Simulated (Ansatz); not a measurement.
# AlClGaH: the cost of one run

Method: cc-pVDZ, all electrons in the functionals, frozen cores in the correlation of double hybrids and RPA; program: Ansatz 0.2.0, Gaussian basis.

Plan: wB97M-V, B2PLYP, PBE-QIDH, RPA-PBE, at charge 0, triplet; charge 0, singlet; charge 0, quintet; charge 1, doublet; charge 1, quartet; displaced geometry v1; displaced geometry v2 (not every functional at every point).

19 further runs of the same task are left out: 6 that didn't finish, 13 set aside as unsound or not needed. Runs told in other sessions of the task aren't counted.

**1. The system**

The geometry is a PBE0/def2-TZVP stationary point (not a proven minimum). No spin-orbit coupling is included. The filled d shell of Ga may be among the frozen orbitals whatever the setting's name suggests.

4 atoms, charge 0, spin multiplicity 3.

Atoms are counted from 1 here; the program's logs count them from 0.

Bond lengths: Cl1–Al2 2.109 Å, Al2–Ga3 2.523 Å, Al2–H4 1.582 Å. Angles: Cl1–Al2–Ga3 115.6°, Cl1–Al2–H4 122.7°, Ga3–Al2–H4 121.7°.

No dispersion term is added; wB97M-V holds VV10 nonlocal correlation.

The geometry shown and the zero of energy belong to the point charge 0, triplet. The yardstick, UCCSDT(Q), and other wave-function levels (R restricted, U unrestricted, valence and pair active spaces) come from earlier runs.

**2. wB97M-V, charge 0, triplet**

in.yaml reads:

```yaml
crystal:
  periodic: [false, false, false]
  atoms:
    - {symbol: Cl, position_ang: [0.000000, -0.454110, 2.387882]}
    - {symbol: Al, position_ang: [0.000000, 0.897734, 0.768882]}
    - {symbol: Ga, position_ang: [0.000000, -0.152166, -1.525692]}
    - {symbol: H, position_ang: [0.000000, 2.467172, 0.964970]}
basis:
  gaussian: {orbitals: cc-pVDZ}
magnetization: {spin_polarized: true, initial_magnetization: 2}
hamiltonian: {xc: {name: wB97M-V}}
output: {orbitals: {seedname: orbitals}}
```

On the command line:

```sh
$ ansatz run in.yaml --threads 1 --pin off --events-out ev --progress --plain --max-ram 2393MiB
```

What time and memory should one allow on 1 thread of Intel Xeon at 2.60GHz, shared host?

About 20 s, with a peak of 0.37 GiB.
